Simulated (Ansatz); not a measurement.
# C2H7BFNS: up Jacob's ladder to CCSD(T)

How much do the methods differ for C2H7BFNS? The plan is to run it at one geometry with functionals of several rungs and with coupled cluster, and see how far each lands from CCSD(T) at the basis-set limit for the atomisation energy.

The runs use Ansatz 0.2.0, Gaussian basis; functionals in def2-TZVPP, the program's frozen cores in correlated methods.

Levels to be run: PBE-D4, r2SCAN-D4, PBE0-D4, B3LYP-D4, ωB97X-V, ωB97M-V, B2PLYP; CCSD(T)/def2-TZVPP; MP2/def2-QZVPP; extrapolation to the limit.

**1. The geometry**

All runs share one geometry, relaxed beforehand with PBE0-D4 in a triple-zeta def2 set.

13 atoms, charge 0, spin multiplicity 1.

Atoms are counted from 1 here; the program's logs count them from 0.

Bond lengths: C1–N2 1.441 Å, C1–H7 1.096 Å, C1–H8 1.090 Å, C1–H9 1.096 Å, N2–C3 1.445 Å, N2–B4 1.395 Å, C3–H10 1.088 Å, C3–H11 1.096 Å, C3–H12 1.096 Å, B4–F5 1.342 Å, B4–S6 1.830 Å, S6–H13 1.341 Å. Angles: N2–C1–H7 110.8°, N2–C1–H8 110.9°, N2–C1–H9 110.9°, H7–C1–H8 108.1°, H7–C1–H9 107.9°, H8–C1–H9 108.1°, C1–N2–C3 114.0°, C1–N2–B4 123.8°, C3–N2–B4 122.1°, N2–C3–H10 110.3°, N2–C3–H11 110.7°, N2–C3–H12 110.8°, H10–C3–H11 108.6°, H10–C3–H12 108.6°, H11–C3–H12 107.8°, N2–B4–F5 119.7°, N2–B4–S6 122.1°, F5–B4–S6 118.2° and more.

Geometry (Å):

| atom | x (Å) | y (Å) | z (Å) |
| --- | --- | --- | --- |
| C1 | -1.1218 | -0.7615 | 0.5200 |
| N2 | 0.0779 | -0.1509 | 0.0062 |
| C3 | 1.1823 | -1.0680 | -0.1552 |
| B4 | 0.1858 | 1.2034 | -0.3101 |
| F5 | 1.3457 | 1.6847 | -0.7839 |
| S6 | -1.2122 | 2.3652 | -0.1009 |
| H7 | -1.4690 | -1.5599 | -0.1460 |
| H8 | -1.9218 | -0.0277 | 0.6139 |
| H9 | -0.9446 | -1.2008 | 1.5085 |
| H10 | 2.0538 | -0.5455 | -0.5445 |
| H11 | 0.9194 | -1.8740 | -0.8501 |
| H12 | 1.4499 | -1.5265 | 0.8039 |
| H13 | -0.5251 | 3.4269 | -0.5472 |

**2. PBE-D4 (GGA)**

The input, in.yaml:

```yaml
crystal:
  periodic: [false, false, false]
  atoms:
    - {symbol: C, position_ang: [-1.121765, -0.761540, 0.519950]}
    - {symbol: N, position_ang: [0.077874, -0.150927, 0.006201]}
    - {symbol: C, position_ang: [1.182333, -1.067981, -0.155225]}
    - {symbol: B, position_ang: [0.185837, 1.203446, -0.310079]}
    - {symbol: F, position_ang: [1.345665, 1.684728, -0.783914]}
    - {symbol: S, position_ang: [-1.212197, 2.365216, -0.100851]}
    - {symbol: H, position_ang: [-1.469016, -1.559937, -0.145968]}
    - {symbol: H, position_ang: [-1.921800, -0.027710, 0.613901]}
    - {symbol: H, position_ang: [-0.944599, -1.200813, 1.508505]}
    - {symbol: H, position_ang: [2.053830, -0.545477, -0.544498]}
    - {symbol: H, position_ang: [0.919373, -1.874018, -0.850055]}
    - {symbol: H, position_ang: [1.449886, -1.526504, 0.803870]}
    - {symbol: H, position_ang: [-0.525122, 3.426917, -0.547237]}
basis:
  gaussian: {orbitals: def2-TZVPP}
hamiltonian: {xc: pbe, dispersion: d4}
output: {forces: true, orbitals: {seedname: orbitals}}
```

Launch:

```console
$ ansatz run in.yaml --threads 2 --pin off --events-out ev --progress --plain --max-ram 22528MiB --backend cuda --devices 0, --max-vram 18GiB
```

After this run come: r2SCAN-D4 (meta-GGA); PBE0-D4 (hybrid); B3LYP-D4 (hybrid); ωB97X-V (range-separated); ωB97M-V (range-separated); B2PLYP (double hybrid); CCSD(T) in def2-TZVPP; MP2 in def2-QZVPP.

Before running them: what should the planned runs give, taken together? Wanted: atomisation energy, CCSD(T)/CBS; farthest; mean size of error, hybrid; mean size of error, range-separated; gap, smallest and largest; T1 diagnostic; triples share of the correlation energy.

**Answer**, as computed:

| quantity | value |
| --- | --- |
| atomisation energy, CCSD(T)/CBS | 5091.4 kJ/mol |
| functionals within 25.5 kJ/mol (0.5 %) | B3LYP-D4 |
| farthest | PBE-D4 (+134.3 kJ/mol) |
| mean size of error, hybrid | 31.9 kJ/mol |
| mean size of error, range-separated | 33.6 kJ/mol |
| gap, smallest and largest | 5.40 eV (PBE-D4), 11.82 eV (ωB97X-V) |
| T1 diagnostic | 0.0116 |
| triples share of the correlation energy | 3.8 % |

In words: PBE-D4 is off by +134.3 kJ/mol. Double hybrids carry the basis error of their MP2 part in triple zeta, and no dispersion term here, so their miss is partly the set-up's. The reference freezes the cores and leaves out relativity and excitations past (T), so misses under about 25.5 kJ/mol can't be ranked. Hartree-Fock recovers 74 % of the binding; the rest is correlation. The gap grows from 5.4 to 11.8 eV across the functionals, mostly with the share of exact exchange.
